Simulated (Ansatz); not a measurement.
# Ge: the cost of one run

Program: Ansatz 0.2.0. Level of theory: DFT r2SCAN, scalar-relativistic, plane waves, PAW. These are calculated values, not measurements.

2 further runs of the same task are left out: 2 set aside as unsound or not needed. Runs told in other sessions of the task aren't counted.

## (1) The structure to begin with

Symmetry: Fd-3m, No. 227, cubic system. The conventional cell has a = 5.675 Å, b = 5.675 Å, c = 5.675 Å, α = 90.00°, β = 90.00°, γ = 90.00°. Around Ge (site symmetry -43m) lie 4 Ge at 2.46 Å.

As a file:

```
CELL_PARAMETERS angstrom
5.67501 0.00000 0.00000
0.00000 -5.67501 0.00000
0.00000 0.00000 -5.67501
ATOMIC_POSITIONS crystal
Ge 0.50000 0.00000 0.00000
Ge 0.00000 0.50000 0.00000
Ge 0.00000 0.00000 0.50000
Ge 0.50000 0.50000 0.50000
Ge 0.75000 0.75000 0.75000
Ge 0.25000 0.25000 0.75000
Ge 0.25000 0.75000 0.25000
Ge 0.75000 0.25000 0.25000
```

It is built from the cell relaxed beforehand with the same method (22.85 Å³/atom).

## (2) Zero of the scan

Input file input.yaml:

```yaml
crystal:
  lattice:
    - [5.6750053739, 0.0, 0.0]
    - [0.0, -5.6750053739, 0.0]
    - [0.0, 0.0, -5.6750053739]
  atoms:
    - { symbol: Ge, position: [0.5, 0.0, 0.0] }
    - { symbol: Ge, position: [0.0, 0.5, 0.0] }
    - { symbol: Ge, position: [0.0, 0.0, 0.5] }
    - { symbol: Ge, position: [0.5, 0.5, 0.5] }
    - { symbol: Ge, position: [0.75, 0.75, 0.75] }
    - { symbol: Ge, position: [0.25, 0.25, 0.75] }
    - { symbol: Ge, position: [0.25, 0.75, 0.25] }
    - { symbol: Ge, position: [0.75, 0.25, 0.25] }
basis:
  ecutwfc: 500
kpoints:
  mp_grid: { grid: [6, 6, 6] }
hamiltonian:
  xc: r2scan
scf:
  occupations: { method: gaussian, width: 0.03 }
output:
  forces: true
  stress: true
  eigenvalues: true
```

Command:

```
$ ansatz run input.yaml --threads 1 --pin off --max-ram 2560MiB --backend cpu --events-out ev --progress --plain --runs-dir out
```

Q: Estimate wall time and peak memory on 1 thread of Intel Xeon at 2.50GHz (Skylake/Cascade Lake), shared host.

About 54 s, with a peak of 0.94 GiB.
